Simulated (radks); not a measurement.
**Se³⁺ in [Ar] 3d10 4s1.5 4p1 5p0.5: an all-electron calculation**

An exercise on one series of results from a longer session: the logs are not shown, and one member is left open.

The numbers are computed with radks (a radial shooting solver on a logarithmic mesh, Libxc functionals) version 1 (Dirac Kohn-Sham, BLYP, spin-unpolarised, spherical densities, finite nucleus; open shells fill j = l - 1/2 first), except any that are marked as measured or tabulated.

## Starting point

| Quantity | Value |
| --- | --- |
| element | selenium (Z = 34) |
| charge | +3 |
| electrons | 31 |
| configuration | [Ar] 3d10 4s1.5 4p1 5p0.5 |
| nuclear rms radius | 4.14 fm |

The first run:

Input:

```text
Z 34
configuration [Ar] 3d10 4s1.5 4p1 5p0.5 5s0 4d0
relativity Dirac
functional b88,lyp
spin unpolarised
j_filling energy
nucleus finite rms 4.14 fm
c 137.035999084
```

Started as:

```bash
> python run_ks.py task.json out
```

All runs below come from this command, one after another.

Steps of the session up to this table: Self-consistent calculation.

One table of the session follows, with a row left open; its other results are not shown here.

It belongs to the step «Radial structure». Radial moments (bohr):

```
level      <r>  outermost maximum (interpolated)  90 % within  nodes
1s1/2  0.04408                            0.0288       0.0788      0
2s1/2   0.1957                             0.165        0.303      1
2p1/2   0.1685                             0.130        0.276      0
2p3/2   0.1723                             0.133        0.281      0
3s1/2        ?                                 ?            ?      ?
3p1/2   0.5817                             0.494        0.891      1
3p3/2   0.5922                             0.503        0.906      1
3d3/2   0.6228                             0.450         1.03      0
3d5/2   0.6270                             0.453         1.04      0
4s1/2    1.617                              1.43         2.36      3
4p1/2    1.831                              1.60         2.70      2
4p3/2    1.857                              1.62         2.74      2
4d3/2    2.595                              2.23         3.90      1
4d5/2    2.604                              2.24         3.91      1
5s1/2    3.604                              3.42         5.11      4
5p1/2    4.102                              3.93         5.83      3
5p3/2    4.140                              3.97         5.88      3
```

**Question.** Estimate the row for 3s1/2.

**Answer.** <r>: 0.5736; outermost maximum (interpolated): 0.502; 90 % within: 0.856; nodes: 2. In the column «<r>» it lies between 2s1/2 (0.1957) and 3p1/2 (0.5817).
